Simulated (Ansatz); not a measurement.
# Na3MoH9: the cost of one run

Computed with Ansatz 0.2.0 (DFT PBE, scalar-relativistic, plane waves, PAW, unless a step's input says otherwise).

## 1. The starting structure

It takes space group P-3m1 (No. 164, trigonal). Conventional cell: a = 6.278 Å, b = 6.278 Å, c = 7.910 Å, α = 90.00°, β = 90.00°, γ = 120.00°. Around Na (site symmetry 3m) lie 12 H at 3.14 to 3.20 Å. Na (site symmetry -3m) is surrounded by 12 H at 3.14 to 3.20 Å. H (site symmetry m) is surrounded by 1 Mo at 2.24 Å and 4 Na at 3.14 to 3.20 Å. Around H (site symmetry 2/m) lie 4 Na at 3.14 to 3.20 Å and 8 H at 3.14 to 3.20 Å. Around Mo (site symmetry -3m) lie 6 H at 2.24 Å.

As a file:

```cif
data_structure
_symmetry_space_group_name_H-M 'P 1'
_symmetry_Int_Tables_number 1
_cell_length_a 6.2776
_cell_length_b 6.2776
_cell_length_c 7.9098
_cell_angle_alpha 90.000
_cell_angle_beta 90.000
_cell_angle_gamma 120.000
_cell_volume 269.95
loop_
_atom_site_label
_atom_site_type_symbol
_atom_site_fract_x
_atom_site_fract_y
_atom_site_fract_z
_atom_site_occupancy
Na1 Na 0.66667 0.33333 0.66667 1
Na2 Na 0.00000 0.00000 0.00000 1
Na3 Na 0.33333 0.66667 0.33333 1
H1 H 0.16667 0.33333 0.66667 1
H2 H 0.66667 0.83333 0.66667 1
H3 H 0.16667 0.83333 0.66667 1
H4 H 0.50000 0.00000 0.00000 1
H5 H 0.00000 0.50000 0.00000 1
H6 H 0.50000 0.50000 0.00000 1
H7 H 0.83333 0.66667 0.33333 1
H8 H 0.33333 0.16667 0.33333 1
H9 H 0.83333 0.16667 0.33333 1
Mo1 Mo 0.00000 0.00000 0.50000 1
```

The cell is invented: perovskite family, AX3 layers stacked ABC|A (P-3m1, No. 164). Its size is a rough estimate.

## 2. The guess as it stands, on a coarse mesh

Contents of input.yaml:

```yaml
crystal:
  lattice:
    - [6.27758632, 0.0, 0.0]
    - [-3.13879316, 5.43654923, 0.0]
    - [0.0, 0.0, 7.90975876]
  atoms:
    - { symbol: Na, position: [0.66666667, 0.33333333, 0.66666667] }
    - { symbol: Na, position: [0.0, 0.0, 0.0] }
    - { symbol: Na, position: [0.33333333, 0.66666667, 0.33333333] }
    - { symbol: H, position: [0.16666667, 0.33333333, 0.66666667] }
    - { symbol: H, position: [0.66666667, 0.83333333, 0.66666667] }
    - { symbol: H, position: [0.16666667, 0.83333333, 0.66666667] }
    - { symbol: H, position: [0.5, 0.0, 0.0] }
    - { symbol: H, position: [0.0, 0.5, 0.0] }
    - { symbol: H, position: [0.5, 0.5, 0.0] }
    - { symbol: H, position: [0.83333333, 0.66666667, 0.33333333] }
    - { symbol: H, position: [0.33333333, 0.16666667, 0.33333333] }
    - { symbol: H, position: [0.83333333, 0.16666667, 0.33333333] }
    - { symbol: Mo, position: [0.0, 0.0, 0.5] }
basis:
  ecutwfc: 420
kpoints:
  mp_grid: { grid: [3, 3, 2] }
hamiltonian:
  xc: pbe
scf:
  occupations: { method: gaussian, width: 0.1 }
  lower_state_search: "off"
output:
  forces: true
  stress: true
  eigenvalues: true
```

On the command line:

```
$ ansatz run input.yaml --threads 1 --pin off --max-ram 2560MiB --backend cpu --events-out ev --progress --plain --runs-dir out
```

**Question.** How long does this run take on 1 thread of Arm Neoverse V2, shared host, and how much memory does it need?

About 3.5 s, with a peak of 0.45 GiB.
